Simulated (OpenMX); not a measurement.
A run of OpenMX 3.8.5 is set up as follows.

AgRh.dat

```
System.CurrrentDirectory             ./
System.Name                          AgRh
DATA.PATH                            ./DFT_DATA13
level.of.stdout                      1
level.of.fileout                     1
Species.Number                       2
<Definition.of.Atomic.Species
  Ag  Ag7.0-s3p2d2           Ag_PBE13
  Rh  Rh7.0-s3p2d2           Rh_PBE13
Definition.of.Atomic.Species>

Atoms.Number                         2
Atoms.SpeciesAndCoordinates.Unit     FRAC
<Atoms.SpeciesAndCoordinates
    1  Ag    0.0000000000    0.0000000000    0.5000000000   8.500  8.500
    2  Rh    0.6666666667    0.3333333333    0.0000000000   7.500  7.500
Atoms.SpeciesAndCoordinates>

Atoms.UnitVectors.Unit               Ang
<Atoms.UnitVectors
     2.6617182511    0.0000000000    0.0000000000
    -1.3308591255    2.3051156231    0.0000000000
     0.0000000000    0.0000000000    4.6080062215
Atoms.UnitVectors>

scf.XcType                           GGA-PBE
scf.SpinPolarization                 off
scf.ElectronicTemperature            580.226
scf.energycutoff                     400.0
scf.maxIter                          100
scf.EigenvalueSolver                 band
scf.Kgrid                            9 9 5
scf.Mixing.Type                      rmm-diisk
scf.Init.Mixing.Weight               0.05
scf.Min.Mixing.Weight                0.001
scf.Max.Mixing.Weight                0.3
scf.Mixing.History                   25
scf.Mixing.StartPulay                8
scf.criterion                        1.0e-8
scf.stress.tensor                    on
MD.Type                              nomd
```

Potentials or basis: OpenMX 2013 PBE set, Ag7.0-s3p2d2, Rh7.0-s3p2d2, grid cutoff 400 Ry.

The run is started by

```bash
$ openmx AgRh.dat -nt 1 > AgRh.std
```

Question: What does it give for the Mulliken charges?

Answer: Ag +0.05; Rh -0.05 e.

Question: Predict the band gap on the k mesh.

Answer: None (metal or under the smearing width).

Forces in eV/Å, atoms in the order of the input:
```
Ag   0.002  0.002  0.000
Rh  -0.002 -0.002  0.000
```

Caveat: the basis of atomic orbitals isn't converged, which shifts pressures, moduli and gaps.
